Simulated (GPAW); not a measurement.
# Ba2Tl5V3O12 (P-3m1) in GPAW: reference runs

Reference runs on Ba2Tl5V3O12: the cell as given.

Everything below comes from runs of GPAW 26.7.0. Logs are shortened: lines on timing, memory, paths and dates and some standing lists are left out, and cuts for length are marked. The log counts tension as positive stress, the text compression.

### Step 1. Starting point

Symmetry: P-3m1, No. 164, trigonal system. The conventional cell has a = 8.154 Å, b = 8.154 Å, c = 6.921 Å, α = 90.00°, β = 90.00°, γ = 120.00°. Ba (site symmetry 3m) has 6 O at 2.80 Å as nearest neighbours. V (site symmetry 2/m) is surrounded by 4 O at 1.82 Å. Tl (site symmetry 2/m) is surrounded by 4 O at 2.53 Å. Tl (site symmetry 3m) has 6 O at 2.73 Å and 3 V at 2.82 Å and 3 Tl at 3.03 Å as nearest neighbours. Around O (site symmetry 1) lie 1 V at 1.82 Å.

The cell was built by a generator and needn't be a form met in nature.

### Step 2. Single point, PBE, collinear spin, ferromagnetic start

The input, run.py:

```python
from ase import Atoms
from ase.dft.bandgap import bandgap
from ase.io import write
from ase.units import Bohr, GPa
from ase.parallel import parprint
from gpaw import GPAW, PW
from gpaw.elf import elf_from_dft_calculation

atoms = Atoms(['Ba', 'Ba', 'V', 'V', 'V', 'Tl', 'Tl', 'Tl', 'Tl', 'Tl', 'O', 'O', 'O', 'O', 'O', 'O', 'O', 'O', 'O', 'O', 'O', 'O'],
              cell=[[8.1542142777, 0.0, 0.0],
                    [-4.0771071389, 7.0617567124, 0.0],
                    [0.0, 0.0, 6.92128]],
              scaled_positions=[[0.0, 0.0, 0.23552],
                                [0.0, 0.0, 0.76448],
                                [0.5, 0.0, 0.0],
                                [0.0, 0.5, 0.0],
                                [0.5, 0.5, 0.0],
                                [0.5, 0.0, 0.5],
                                [0.0, 0.5, 0.5],
                                [0.5, 0.5, 0.5],
                                [0.3333333333, 0.6666666667, 0.22489],
                                [0.6666666667, 0.3333333333, 0.77511],
                                [0.3389, 0.34334, 0.81444],
                                [0.65666, 0.99556, 0.81444],
                                [0.00444, 0.6611, 0.81444],
                                [0.34334, 0.3389, 0.18556],
                                [0.99556, 0.65666, 0.18556],
                                [0.6611, 0.00444, 0.18556],
                                [0.6611, 0.65666, 0.18556],
                                [0.34334, 0.00444, 0.18556],
                                [0.99556, 0.3389, 0.18556],
                                [0.65666, 0.6611, 0.81444],
                                [0.00444, 0.34334, 0.81444],
                                [0.3389, 0.99556, 0.81444]],
              pbc=True)
atoms.set_initial_magnetic_moments([0.0, 0.0, 2.0, 2.0, 2.0, 0.0, 0.0, 0.0, 0.0, 0.0, 0.0, 0.0, 0.0, 0.0, 0.0, 0.0, 0.0, 0.0, 0.0, 0.0, 0.0, 0.0])

calc = GPAW(mode=PW(800),
            xc='PBE',
            kpts={'size': (4, 4, 4), 'gamma': True},
            occupations={'name': 'fermi-dirac', 'width': 0.05},
            nbands=153,
            convergence={'density': 1e-05, 'energy': 1e-05},
            maxiter=150,
            txt='gpaw.txt')
atoms.calc = calc
energy = atoms.get_potential_energy()
forces = atoms.get_forces()
stress = atoms.get_stress()
calc.write('gs.gpw')
write('result.traj', atoms)
parprint(f'Energy: {energy:.6f} eV')
parprint('Forces (eV/A):')
parprint(forces.round(4))
parprint('Stress (GPa):', (stress / GPa).round(3))
parprint('Moments:', calc.get_magnetic_moments().round(3))
parprint('Fermi level:', round(calc.get_fermi_level(), 4), 'eV')
parprint(f'Gap: {bandgap(calc)[0]:.4f} eV, direct: {bandgap(calc, direct=True)[0]:.4f} eV')

# fields on the real-space grid
write('density.cube', atoms, data=calc.get_pseudo_density() * Bohr**3)
write('potential.cube', atoms, data=calc.get_electrostatic_potential())
write('spin.cube', atoms, data=(calc.get_pseudo_density(spin=0) - calc.get_pseudo_density(spin=1)) * Bohr**3)
write('elf.cube', atoms, data=elf_from_dft_calculation(calc).data)
```

Potentials or basis: GPAW PAW data sets (gpaw-data 1.2.1), pw.

The run is started by

```bash
$ OMP_NUM_THREADS=1 mpirun -n 8 gpaw python run.py
```

gpaw.txt:

```text
__  _  _
 | _ |_)|_||  |
 |__||  | ||/\| - 26.7.0

Input parameters:
  mode=PW(ecut=800.0),
  convergence={'density': 1e-05, 'energy': 1e-05},
  kpts=MonkhorstPack(size=(4, 4, 4), gamma=True),
  maxiter=150,
  nbands=153,
  occupations=Occupations(name='fermi-dirac', width=0.05),
  xc=XC(name='PBE')

Diagonalizing LCAO Hamiltonian
Converting LCAO to pw mode

               O     O
          O            O

            O      O     Tl

           Tl Ba     Tl
                 Tl
                       OTl    O
                   O            O
           V  Ba     V
                     O     O
                        V

Atoms  # Å, Bohr magnetons
|    | symbol |         x |        y |        z |    initial magnetic moments |
|----|--------|-----------|----------|----------|-----------------------------|
|  0 |     Ba |  0.000000 | 0.000000 | 1.630100 | ( 0.0000,  0.0000,  0.0000) |
|  1 |     Ba |  0.000000 | 0.000000 | 5.291180 | ( 0.0000,  0.0000,  0.0000) |
|  2 |      V |  4.077107 | 0.000000 | 0.000000 | ( 0.0000,  0.0000,  2.0000) |
|  3 |      V | -2.038554 | 3.530878 | 0.000000 | ( 0.0000,  0.0000,  2.0000) |
|  4 |      V |  2.038554 | 3.530878 | 0.000000 | ( 0.0000,  0.0000,  2.0000) |
|  5 |     Tl |  4.077107 | 0.000000 | 3.460640 | ( 0.0000,  0.0000,  0.0000) |
[... 14 lines left out ...]
| 20 |      O | -1.363629 | 2.424584 | 5.636967 | ( 0.0000,  0.0000,  0.0000) |
| 21 |      O | -1.295542 | 7.030403 | 5.636967 | ( 0.0000,  0.0000,  0.0000) |

Unit cell  # Å
| periodic |         x |        y |        z |  lengths |     angles |
|----------|-----------|----------|----------|----------|------------|
|      yes |  8.154214 | 0.000000 | 0.000000 | 8.154214 |  90.000000 |
|      yes | -4.077107 | 7.061757 | 0.000000 | 8.154214 |  90.000000 |
|      yes |  0.000000 | 0.000000 | 6.921280 | 6.921280 | 120.000000 |

Number of symmetries: 12
Symmetry operations  # r_c * U_cc + t_c -> r_c
|    | kind |            matrix            |
|----|------|------------------------------|
|  0 |  σ   |  1, 1, 0,  0,-1, 0,  0, 0, 1 |
|  1 |  S6  |  1, 1, 0, -1, 0, 0,  0, 0,-1 |
|  2 |  E   |  1, 0, 0,  0, 1, 0,  0, 0, 1 |
|  3 |  C2  |  1, 0, 0, -1,-1, 0,  0, 0,-1 |
|  4 |  C2  |  0, 1, 0,  1, 0, 0,  0, 0,-1 |
|  5 |  C3  |  0, 1, 0, -1,-1, 0,  0, 0, 1 |
|  6 |  S6  |  0,-1, 0,  1, 1, 0,  0, 0,-1 |
|  7 |  σ   |  0,-1, 0, -1, 0, 0,  0, 0, 1 |
|  8 |  σ   | -1, 0, 0,  1, 1, 0,  0, 0, 1 |
|  9 |  i   | -1, 0, 0,  0,-1, 0,  0, 0,-1 |
| 10 |  C3  | -1,-1, 0,  1, 0, 0,  0, 0, 1 |
| 11 |  C2  | -1,-1, 0,  0, 1, 0,  0, 0,-1 |

BZ-sampling:
  Number of BZ points: 64
  Number of IBZ points: 13

  Monkhorst-Pack size: [4, 4, 4]
  Monkhorst-Pack shift: [0.125, 0.125, 0.125]

K-points  # in reciprocal-cell coordinates
|     |                                coordinates |     weight |
|-----|--------------------------------------------|------------|
|   0 | (  0.00000000,   0.00000000,   0.00000000) | 0.01562500 |
|   1 | (  0.00000000,   0.00000000,   0.25000000) | 0.03125000 |
|   2 | (  0.00000000,   0.00000000,   0.50000000) | 0.01562500 |
|   3 | (  0.25000000,   0.00000000,  -0.25000000) | 0.09375000 |
|   4 | (  0.25000000,   0.00000000,   0.00000000) | 0.09375000 |
|   5 | (  0.25000000,   0.00000000,   0.25000000) | 0.09375000 |
|   6 | (  0.25000000,   0.00000000,   0.50000000) | 0.09375000 |
|   7 | (  0.50000000,   0.25000000,   0.00000000) | 0.09375000 |
|   8 | (  0.50000000,   0.25000000,   0.25000000) | 0.18750000 |
|   9 | (  0.50000000,   0.25000000,   0.50000000) | 0.09375000 |
| ... |                                            |            |
|  12 | (  0.50000000,   0.50000000,   0.50000000) | 0.04687500 |

Plane wave coefficients: 20528
Cutoff: 800.0 eV

Spin-components: 2 (collinear spins)
Bands:           153
Projectors:      120
Spin-degeneracy: 1
Datatype:        complex128

Parallelization:
  kpt:    4
  domain: 2
  band:   1

Density:
  Valence electrons: 196.0
  Components: 2
  Grid points: [54 54 48]
  Charge: 0.0  # |e|

Potential:
  Grid points: [54 54 48]

species:
  Ba:
    name:    Barium
    Z:       56.0
    valence: 10
    core:    46
    charge:  0.0  # [|e|]
    compensation charges:
      type: gauss
      rc: 0.37  # [Å]
      lmax: 2
    cutoffs:
      filter: 2.06  # [Å]
      core: 2.33  # [Å]
    projectors
    | kind |    occ | energy [eV] | rcut [Å] |
    |------|--------|-------------|----------|
    |   5s |  2.000 |     -33.644 |    1.164 |
    |   6s |  2.000 |      -3.229 |    1.164 |
    |   5p |  6.000 |     -18.744 |    1.164 |
    |    p |        |       0.000 |    1.164 |
    |    d |        |       0.000 |    1.164 |
    |    d |        |      27.211 |    1.164 |

    Using partial waves for Ba as LCAO basis

  V:
    name:    Vanadium
    Z:       23.0
    valence: 13
    core:    10
    charge:  0.0  # [|e|]
    compensation charges:
      type: gauss
      rc: 0.37  # [Å]
      lmax: 2
    cutoffs:
      filter: 2.14  # [Å]
      core: 0.96  # [Å]
    projectors
    | kind |    occ | energy [eV] | rcut [Å] |
    |------|--------|-------------|----------|
    |   3s |  2.000 |     -70.222 |    1.254 |
    |   4s |  2.000 |      -4.702 |    1.254 |
    |   3p |  6.000 |     -44.043 |    1.281 |
    |   4p |  0.000 |      -1.444 |    1.281 |
    |   3d |  3.000 |      -5.164 |    1.169 |
    |    d |        |      22.047 |    1.169 |

    Using partial waves for V as LCAO basis

  Tl:
    name:    Thallium
    Z:       81.0
    valence: 13
    core:    68
    charge:  0.0  # [|e|]
    compensation charges:
      type: gauss
      rc: 0.38  # [Å]
      lmax: 2
    cutoffs:
      filter: 2.11  # [Å]
      core: 2.55  # [Å]
    projectors
    | kind |    occ | energy [eV] | rcut [Å] |
    |------|--------|-------------|----------|
    |   6s |  2.000 |      -9.493 |    1.212 |
    |   6p |  1.000 |      -2.379 |    1.270 |
    |   5d | 10.000 |     -15.517 |    1.191 |
    |    s |        |      17.718 |    1.212 |
    |    p |        |      24.832 |    1.270 |
    |    d |        |      11.695 |    1.191 |

    Using partial waves for Tl as LCAO basis

  O:
    name:    Oxygen
    Z:       8.0
    valence: 6
    core:    2
    charge:  0.0  # [|e|]
    compensation charges:
      type: gauss
      rc: 0.21  # [Å]
      lmax: 2
    cutoffs:
      filter: 1.17  # [Å]
      core: 0.83  # [Å]
    projectors
    | kind |    occ | energy [eV] | rcut [Å] |
    |------|--------|-------------|----------|
    |   2s |  2.000 |     -23.961 |    0.688 |
    |   2p |  4.000 |      -9.029 |    0.598 |
    |    s |        |       3.251 |    0.688 |
    |    p |        |      18.182 |    0.598 |
    |    d |        |       0.000 |    0.619 |

    Using partial waves for O as LCAO basis

Reference energy: -3294732.300680  # eV

eigensolver:
  PPCG
  Converge bands: occupied
  niter=2

density mixing:
  MSR1-Mixer
  Pratt-step length: 0.05
  Maximum mixing coefficient: 0.75
  Old densities: 10
  SVD Regularization: 0.005
  Good broyden scale: 1.0
  Trust region scale: 1.0
  Backstep threshold: 4.0
  History deletion threshold: 6.0
  Fourier metric: weight=20.0, sigma=0.015

occupation numbers:
  Fermi-Dirac:
    width: 0.0500  # eV

poisson solver:
  ecut: 6400.0  # eV

xc functional:
  name: PBE with 2 nearest neighbor stencil

convergence criteria:
- Maximum integral of absolute [dens]ity change: 1e-05 electrons / valence electron
- Maximum [total energy] change in last 3 cyles: 1e-05 eV / valence electron
- Maximum integral of absolute [eigenst]ate change: 4e-08 eV^2 / valence electron
maximum number of iterations: 150

SCF iterations
|iter     | |      energy | eigst |  dens |  magmom |
|---------|-|-------------|-------|-------|---------|
|iter:   1| | -157.966609 | +0.54 |       |  +6.0166|
|iter:   2| | -146.269925 | -0.53 | -0.78 |  +5.7165|
|iter:   3| | -129.939081 | -0.14 | -0.86 |  +3.9579|
|iter:   4| | -131.671471 | -1.10 | -1.24 |  +3.2686|
|iter:   5| | -129.544898 | -1.75 | -1.23 |  +2.4811|
|iter:   6| | -129.894373 | -2.06 | -1.57 |  +0.6028|
|iter:   7| | -129.915270 | -2.90 | -1.99 |  +0.0986|
|iter:   8| | -129.935879 | -3.34 | -2.26 |  -0.0356|
|iter:   9| | -129.940940 | -3.73 | -2.46 |  -0.0694|
|iter:  10| | -129.943612 | -3.88 | -2.77 |  -0.0756|
|iter:  11| | -129.943726 | -4.74 | -3.15 |  -0.0398|
|iter:  12| | -129.943816c| -5.54 | -3.49 |  -0.0117|
|iter:  13| | -129.943809c| -5.84 | -3.87 |  -0.0049|
|iter:  14| | -129.943828c| -6.47 | -4.19 |  -0.0026|
|iter:  15| | -129.943825c| -7.29 | -4.48 |  -0.0010|
|iter:  16| | -129.943826c| -7.71c| -5.02c|  -0.0003|

Converged in 16 steps
Energy contributions relative to reference atoms: (reference = -3294732.300680)

Energy contributions:
  Kinetic:         129.007936
  Coulomb:        -137.361848
  Zero:              2.842136
  External:          0.000000
  Xc:             -124.408204
  Entropy:          -0.047692
  Spinorbit:         0.000000
  ----------------------------
  Free energy:    -129.967672
  Extrapolated:   -129.943826

dipole moment: (-76.114938, -131.834939, -51.328423)  # |e|*Ang

Total magnetic moment: (0.000000, 0.000000, -0.000326)

Local magnetic moments
|        x |        y |         z |
|----------|----------|-----------|
| 0.000000 | 0.000000 |  0.000000 |  # Ba   0
| 0.000000 | 0.000000 |  0.000000 |  # Ba   1
| 0.000000 | 0.000000 | -0.000000 |  # V    2
| 0.000000 | 0.000000 | -0.000000 |  # V    3
| 0.000000 | 0.000000 | -0.000000 |  # V    4
| 0.000000 | 0.000000 | -0.000006 |  # Tl   5
[... 14 lines left out ...]
| 0.000000 | 0.000000 | -0.000005 |  # O   20
| 0.000000 | 0.000000 | -0.000005 |  # O   21

Fermi level: 5.007
Eigenvalues  # (at kpt = [0.000, 0.000, 0.000])
| band index |      eig [eV] | occ [0-1] |      eig [eV] | occ [0-1] |
|------------|---------------|-----------|---------------|-----------|
|          0 |       -59.739 |     1.000 |       -59.739 |     1.000 |
|        ... |               |           |               |           |
|         90 |         3.696 |     1.000 |         3.696 |     1.000 |
|         91 |         3.947 |     1.000 |         3.947 |     1.000 |
|         92 |         3.947 |     1.000 |         3.947 |     1.000 |
|         93 |         4.288 |     1.000 |         4.288 |     1.000 |
|         94 |         4.499 |     1.000 |         4.499 |     1.000 |
|         95 |         4.500 |     1.000 |         4.499 |     1.000 |
[... 8 lines left out ...]
|        104 |         6.767 |     0.000 |         6.767 |     0.000 |
|        105 |         6.767 |     0.000 |         6.767 |     0.000 |
|        ... |               |           |               |           |
|        152 |        17.366 |     0.000 |        17.502 |     0.000 |

No gap
No difference between direct/indirect transitions

Forces  # eV/Ang
|        x |        y |        z |
|----------|----------|----------|
| -0.00000 |  0.00000 |  0.07606 |  # Ba   0
|  0.00000 | -0.00000 | -0.07606 |  # Ba   1
|  0.00000 | -0.00000 | -0.00000 |  # V    2
| -0.00000 | -0.00000 |  0.00000 |  # V    3
| -0.00000 |  0.00000 |  0.00000 |  # V    4
|  0.00000 |  0.00000 | -0.00000 |  # Tl   5
[... 14 lines left out ...]
|  0.01152 | -0.08940 | -0.14902 |  # O   20
| -0.08318 |  0.03473 | -0.14902 |  # O   21

Stress tensor  # eV/Ang^3
|         x |         y |         z |
|-----------|-----------|-----------|
| -0.002994 | -0.000000 |  0.000000 |
| -0.000000 | -0.002994 | -0.000000 |
|  0.000000 | -0.000000 | -0.008270 |

# Writing to gs.gpw (mode='')
```

Wall time 8.5 min (8 MPI ranks of Intel Xeon Platinum 8488C (Sapphire Rapids), shared host); peak memory 0.65 GiB.

What came out:

* Free energy: -129.9677 eV
* Pressure: 0.8 GPa
* Largest force: 0.174 eV/Å
* Band gap on the k mesh: none (metal or under the smearing width)
* Net moment: 0.00 μB per cell

Forces on the atoms (eV/Å):
```
Ba   0.000  0.000  0.076
Ba   0.000  0.000 -0.076
V    0.000  0.000  0.000
V    0.000  0.000  0.000
V    0.000  0.000  0.000
Tl   0.000  0.000  0.000
Tl   0.000  0.000  0.000
Tl   0.000  0.000  0.000
Tl   0.000  0.000  0.024
Tl   0.000  0.000 -0.024
O   -0.012 -0.089 -0.149
O    0.083  0.035 -0.149
O   -0.072  0.055 -0.149
O   -0.072 -0.055  0.149
O   -0.012  0.089  0.149
O    0.083 -0.035  0.149
O    0.012  0.089  0.149
O   -0.083 -0.035  0.149
O    0.072 -0.055  0.149
O    0.072  0.055 -0.149
O    0.012 -0.089 -0.149
O   -0.083  0.035 -0.149
```

Stress tensor (GPa, compression positive):
```
0.48 0.00 0.00
0.00 0.48 0.00
0.00 0.00 1.32
```

Caveat: semilocal functionals often make such compounds metallic where correlation or magnetic order opens a gap, which also shifts bond lengths. With open d or f shells a metallic result of PBE can be an artefact of self-interaction; +U or a hybrid may open a gap.
